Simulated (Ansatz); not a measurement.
# C2H4F2Si2: up Jacob's ladder to CCSD(T)

Aim: compute C2H4F2Si2 with functionals from several rungs and with coupled cluster. The yardstick is the atomisation energy at the CCSD(T) limit.

Program: Ansatz 0.2.0, Gaussian basis. Level of theory: functionals in def2-TZVPP, the program's frozen cores in correlated methods. These are calculated values, not measurements.

The runs, in order: LDA (SPW92), PBE-D4, revPBE-D4, BLYP-D4, r2SCAN-D4, B97M-V, PBE0-D4, B3LYP-D4, r2SCANh-D4, r2SCAN0-D4, HSE06-D4, BHLYP-D4, CAM-B3LYP-D4, LC-ωPBE, ωB97X-V, ωB97M-V, B2PLYP, PBE-QIDH; CCSD(T)/def2-SVP; CCSD(T)/def2-TZVPP; MP2/def2-QZVPP; extrapolation to the limit; RPA on PBE.

### Step 1. The geometry

All runs share one geometry, relaxed beforehand with PBE0-D4 in a triple-zeta def2 set.

SMILES `F[SiH](F)C#C[SiH3]`, 10 atoms, charge 0, spin multiplicity 1.

Atoms are counted from 1 here; the program's logs count them from 0.

Bond lengths: F1–Si2 1.582 Å, Si2–F3 1.582 Å, Si2–C4 1.809 Å, Si2–H7 1.469 Å, C4–C5 1.213 Å, C5–Si6 1.832 Å, Si6–H8 1.482 Å, Si6–H9 1.482 Å, Si6–H10 1.482 Å. Angles: F1–Si2–F3 107.6°, F1–Si2–C4 109.1°, F1–Si2–H7 109.0°, F3–Si2–C4 109.1°, F3–Si2–H7 109.0°, C4–Si2–H7 112.9°, Si2–C4–C5 177.6°, C4–C5–Si6 179.5°, C5–Si6–H8 108.7°, C5–Si6–H9 108.6°, C5–Si6–H10 108.6°, H8–Si6–H9 110.3°, H8–Si6–H10 110.3°, H9–Si6–H10 110.3°.

### Step 2. LDA

This LDA is Slater exchange with PW92 correlation.

in.yaml reads:

```yaml
crystal:
  periodic: [false, false, false]
  atoms:
    - {symbol: F, position_ang: [-0.089768, -3.229854, -0.654938]}
    - {symbol: Si, position_ang: [0.801197, -1.997082, -1.089889]}
    - {symbol: F, position_ang: [0.660275, -1.835322, -2.657274]}
    - {symbol: C, position_ang: [0.181073, -0.502405, -0.281234]}
    - {symbol: C, position_ang: [-0.188256, 0.506490, 0.282921]}
    - {symbol: Si, position_ang: [-0.761231, 2.027768, 1.127642]}
    - {symbol: H, position_ang: [2.204945, -2.283681, -0.763672]}
    - {symbol: H, position_ang: [-2.168372, 2.284724, 0.741022]}
    - {symbol: H, position_ang: [-0.659389, 1.822260, 2.591770]}
    - {symbol: H, position_ang: [0.102528, 3.156005, 0.706551]}
basis:
  gaussian: {orbitals: def2-TZVPP}
hamiltonian: {xc: lda}
output: {orbitals: {seedname: orbitals}}
```

Run with:

```bash
ansatz run in.yaml --threads 4 --pin off --events-out ev --progress --plain --max-ram 10444MiB
```

The runs that follow: PBE-D4 (GGA); revPBE-D4 (GGA); BLYP-D4 (GGA); r2SCAN-D4 (meta-GGA); B97M-V (meta-GGA); PBE0-D4 (hybrid); B3LYP-D4 (hybrid); r2SCANh-D4 (hybrid); r2SCAN0-D4 (hybrid); HSE06-D4 (hybrid); BHLYP-D4 (hybrid); CAM-B3LYP-D4 (range-separated); LC-ωPBE (range-separated); ωB97X-V (range-separated); ωB97M-V (range-separated); B2PLYP (double hybrid); PBE-QIDH (double hybrid); CCSD(T) in def2-SVP; CCSD(T) in def2-TZVPP; MP2 in def2-QZVPP; RPA on PBE orbitals.

Before running them: what should the planned runs give, taken together? Wanted: atomisation energy, CCSD(T)/CBS; farthest beyond LDA; mean size of error, GGA; mean size of error, meta-GGA; mean size of error, hybrid; mean size of error, range-separated; mean size of error, double hybrid; gap, smallest and largest; T1 diagnostic.

**Answer**, as computed:

```
                               quantity                                              value
        atomisation energy, CCSD(T)/CBS                                          41.863 eV
    functionals within 0.209 eV (0.5 %)  r2SCAN-D4, B97M-V, CAM-B3LYP-D4, ωB97X-V, ωB97M-V
                    farthest beyond LDA                               BHLYP-D4 (-1.489 eV)
                mean size of error, GGA                                           0.452 eV
           mean size of error, meta-GGA                                           0.081 eV
             mean size of error, hybrid                                           0.692 eV
    mean size of error, range-separated                                           0.191 eV
      mean size of error, double hybrid                                           0.485 eV
              gap, smallest and largest          5.33 eV (LDA (SPW92)), 12.52 eV (LC-ωPBE)
                          T1 diagnostic                                             0.0127
triples share of the correlation energy                                              3.7 %
```

In words: The LDA atomisation energy is off by 5.272 eV (13 %): it overbinds. PBE-D4 is off by +0.292 eV. Double hybrids carry the basis error of their MP2 part in triple zeta, and no dispersion term here, so their miss is partly the set-up's. The rungs meta-GGA, range-separated miss on average by less than the doubt on the reference (0.209 eV), so they tie. The reference freezes the cores and leaves out relativity and excitations past (T), so misses under about 0.209 eV can't be ranked. Hartree-Fock recovers 75 % of the binding; the rest is correlation. CCSD(T) in def2-SVP is off by -2.964 eV, worse than the median functional, from the basis alone. Orbital gaps span 5.3 to 12.5 eV; exact exchange widens them.
